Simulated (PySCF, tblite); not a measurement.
**C7H7BO: geometry, infrared bands and NMR shifts**

What infrared bands and NMR shifts should C7H7BO (`C#CBOC/C=C/C#C`) show?

Computed with tblite 0.8.0 and PySCF 2.14.0, with density-fitted response routines of our own, on a single molecule in the gas phase. Atoms are numbered from 0 throughout.

## Step 1: The molecule as given

16 atoms, charge 0, multiplicity 1; geometry from: force field or distance geometry start.

Bonds of the start (Å): C0–C1 1.22, C1–B2 1.53, B2–O3 1.48, O3–C4 1.41, C4–C5 1.49, C5–C6 1.32, C6–C7 1.44, C7–C8 1.22, C0–H9 1.07, B2–H10 1.17, C4–H11 1.11, C4–H12 1.12, C5–H13 1.09, C6–H14 1.06, C8–H15 1.07.

## Step 2: Optimising the geometry with GFN2-xTB

The job: settings as JSON, then the geometry in Å.

```
{"job": {"kind": "relax", "xc": "GFN2-xTB", "basis": "xTB"}, "charge": 0, "multiplicity": 1}
C      3.631100     0.639800     1.816500
C      3.168800     0.373600     0.722400
B      2.585900     0.028700    -0.653000
O      1.251200     0.552400    -1.006500
C      0.391600     0.031600    -0.017000
C     -1.022300     0.461800    -0.223600
C     -2.014900    -0.386300    -0.417800
C     -3.316200     0.212300    -0.582600
C     -4.418700     0.716300    -0.720300
H      4.026700     0.899500     2.780300
H      2.980100    -0.910400    -1.235500
H      0.436800    -1.078700     0.031900
H      0.716300     0.452800     0.968500
H     -1.184300     1.542800    -0.199600
H     -1.863800    -1.433800    -0.437300
H     -5.375800     1.174200    -0.837700
```

Launch:

```
$ OMP_NUM_THREADS=1 python probes_run.py task.json out
```

One launch serves the whole session: the jobs run in the order shown.

**Question.** This job is followed by: GFN2-xTB harmonic vibrations, gas phase; GIAO PBE0/pcSseg-1 NMR shielding, non-relativistic, gas phase. Predict these results of the whole session: strongest single infrared mode (GFN2-xTB); zero-point energy (GFN2-xTB); 13C shifts against TMS (PBE0/pcSseg-1); 1H shifts against TMS (PBE0/pcSseg-1, means over atoms taken as alike); 11B shifts against BF3·OEt2 (PBE0/pcSseg-1); 17O shifts against H2O (PBE0/pcSseg-1).

**Answer**, as computed:

| quantity | value |
| --- | --- |
| strongest single infrared mode (GFN2-xTB) | 1298 cm⁻¹, 210 km/mol |
| zero-point energy (GFN2-xTB) | 71.2 kcal/mol |
| 13C shifts against TMS (PBE0/pcSseg-1) | 154.6, 117.9, 108.7, 91.5, 89.7, 85.8, 73.5 ppm |
| 1H shifts against TMS (PBE0/pcSseg-1, means over atoms taken as alike) | 6.74, 5.85, 5.02, 4.75, 2.77, 2.71 ppm |
| 11B shifts against BF3·OEt2 (PBE0/pcSseg-1) | 33.9 ppm |
| 17O shifts against H2O (PBE0/pcSseg-1) | 216.5 ppm |

Relaxing lowered the energy by 1.243 eV in 187 steps; the close pair that moved most is B2–O3, from 1.477 to 1.330 Å. No mode is imaginary among the 42: a minimum at this level. The strongest single mode, at 1298 cm⁻¹, has its largest shares on B2, H12, H11 and C4 (the list is cut at 4 atoms). Unscaled tight-binding wavenumbers are off by several per cent, some by more. Its intensities can rank the bands wrongly. At PBE0/pcSseg-1: Shielding is most anisotropic at O3 (span 438 ppm, paramagnetic term -274 ppm).
